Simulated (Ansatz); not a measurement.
## C2H4BN, SMILES CC1=NB1: an atomisation energy, step by step

Program: the Ansatz DFT code, driven from Python.

At the Python prompt:
```pycon
>>> from collections import Counter
>>> import ansatz
>>> def total_energy(molecule, charge=0, unpaired=0):
...     calc = molecule.calculation().basis(gaussian="def2-SVPD").functional("HF")
...     if charge:
...         calc = calc.charge(charge)
...     if unpaired:
...         calc = calc.spin("collinear", total=unpaired)
...     return calc.run().report["free_energy_ev"]
...
>>> geometry_ang = [
...     ("C", [0.3238, 1.063, -0.1643]),
...     ("C", [-0.3404, -0.213, 0.1494]),
...     ("N", [-1.4325, -0.9254, 0.5918]),
...     ("B", [-0.1579, -1.6485, 0.1724]),
...     ("H", [0.0614, 1.357, -1.2513]),
...     ("H", [-0.1514, 1.904, 0.486]),
...     ("H", [1.4002, 1.058, -0.0214]),
...     ("H", [0.3889, -2.6522, -0.0184]),
... ]
>>> system = ansatz.Crystal.molecule()
>>> for symbol, xyz in geometry_ang:
...     system = system.atom(symbol, xyz)
...
>>> # unpaired electrons of the ground-state atoms
>>> unpaired = {"C": 2, "N": 3, "B": 1, "H": 1}
>>> counts = Counter(site.symbol for site in system.cartesian_sites)
>>> atom_energy = {s: total_energy(ansatz.Crystal.molecule().atom(s, (0, 0, 0)), 0, unpaired[s]) for s in counts}
>>> whole = total_energy(system, 0, 0)
>>> for s, e in atom_energy.items():
...     print(f"{s:2s} x{counts[s]}  {e:14.5f} eV")
...
C  x2     -1024.40679 eV
N  x1     -1478.59221 eV
B  x1      -666.71767 eV
H  x4       -13.58606 eV
>>> print(f"C2H4BN: {whole:.5f} eV")
C2H4BN: -4272.66485 eV
>>> split = sum(counts[s] * e for s, e in atom_energy.items()) - whole
>>> print(f"atomisation energy (no zero-point term): {23.060548 * split:.1f} kcal/mol, {split / sum(counts.values()):.3f} eV an atom")
atomisation energy (no zero-point term): 558.0 kcal/mol, 3.025 eV an atom
```

558.0 kcal/mol from the electronic energies, without the zero-point term.

Total energies depend on the basis set; only differences at equal settings carry meaning. The geometry is a force-field or estimated start, not a minimum of this method, and the basis set is short of its limit. All parts are taken at fixed geometry, without zero-point energy. Hartree-Fock leaves correlation out, so bond, atomisation and ionisation energies come out well too low. Finished in 1.1 s on 1 thread of Arm Neoverse V1 (shared host), peak memory 0.2 GiB.
